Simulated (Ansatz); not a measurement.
What does this script print? It uses Ansatz 0.2.0 through its Python package.

Script `methods_alclh3issi.py`:
```python
"""One geometry of AlClH3ISSi, method by method."""

from pathlib import Path

import ansatz as az
import numpy as np


def main() -> None:
    alclh3issi = (
        az.Crystal.molecule()
        .atom("Al", (-0.8381, 1.2353, 0.3318))
        .atom("Si", (0.5111, -0.4184, -0.5345))
        .atom("S", (-0.0217, -2.2871, 0.3714))
        .atom("Cl", (2.5859, 0.0643, -0.1185))
        .atom("I", (0.2044, -0.5919, -2.9885))
        .atom("H", (-0.8859, 1.6161, 1.883))
        .atom("H", (-1.808, 2.1035, -0.6641))
        .atom("H", (0.3443, -1.7789, 1.6635))
    )

    calculation = alclh3issi.calculation().basis(gaussian="def2-SVP")

    print("functional    E (Ha)        dipole (D)   HOMO (eV)  LUMO (eV)")
    for name in ["b3lyp", "cam_b3lyp", "r2scan0", "pbe0", "hf", "revpbe"]:
        summary = calculation.functional(name).forces().orbitals().run(threads=1, pin="off", runs_dir="runs").report
        lines = Path(summary["orbitals_path"]).read_text().splitlines()
        field_of = lambda key: [line.split("=")[1].strip() for line in lines if line.startswith(key)]
        orbitals = [(27.211386 * float(e), s, float(n)) for e, s, n in zip(field_of("Ene="), field_of("Spin="), field_of("Occup="))]
        homo = max(e for e, _, n in orbitals if n > 0.5)
        lumo = min(e for e, _, n in orbitals if n < 0.5)
        dipole = 4.803205 * np.linalg.norm(summary["charge_distribution"]["dipole_moment_e_ang"])
        print(f"{name:10s} {summary['free_energy_ev'] / 27.211386246:14.6f} {dipole:9.3f} {homo:11.3f} {lumo:10.3f}")


if __name__ == "__main__":
    main()
```

Running `python methods_alclh3issi.py` prints:
```text
functional    E (Ha)        dipole (D)   HOMO (eV)  LUMO (eV)
b3lyp        -1689.634887     1.580      -7.213     -2.670
cam_b3lyp    -1689.494693     1.723      -8.646     -1.544
r2scan0      -1689.444057     1.784      -7.687     -2.495
pbe0         -1688.961698     1.683      -7.487     -2.565
hf           -1685.934355     1.962     -10.009      0.265
revpbe       -1689.241611     1.459      -6.321     -3.130
```

Notes:
- Total energies depend on the basis set; only differences at equal settings carry meaning.
- The geometry is a force-field or estimated start, not a minimum of this method, and the basis set is short of its limit. A lower total doesn't mark the better method: functionals have no common bound, and MP2 and coupled cluster aren't variational.
- def2 sets replace the cores of elements past krypton by effective core potentials.
- b3lyp holds the VWN-RPA fit, as in Gaussian; the form of ORCA and Turbomole is b3lyp5.
- Levels such as HOMO and LUMO are orbital energies: with these approximate functionals they aren't the ionisation energy and electron affinity, and their gap isn't the fundamental gap.
- Wall time of the script: 43 s on 1 thread of Arm Neoverse V2, on a shared host, peak memory 0.41 GiB.
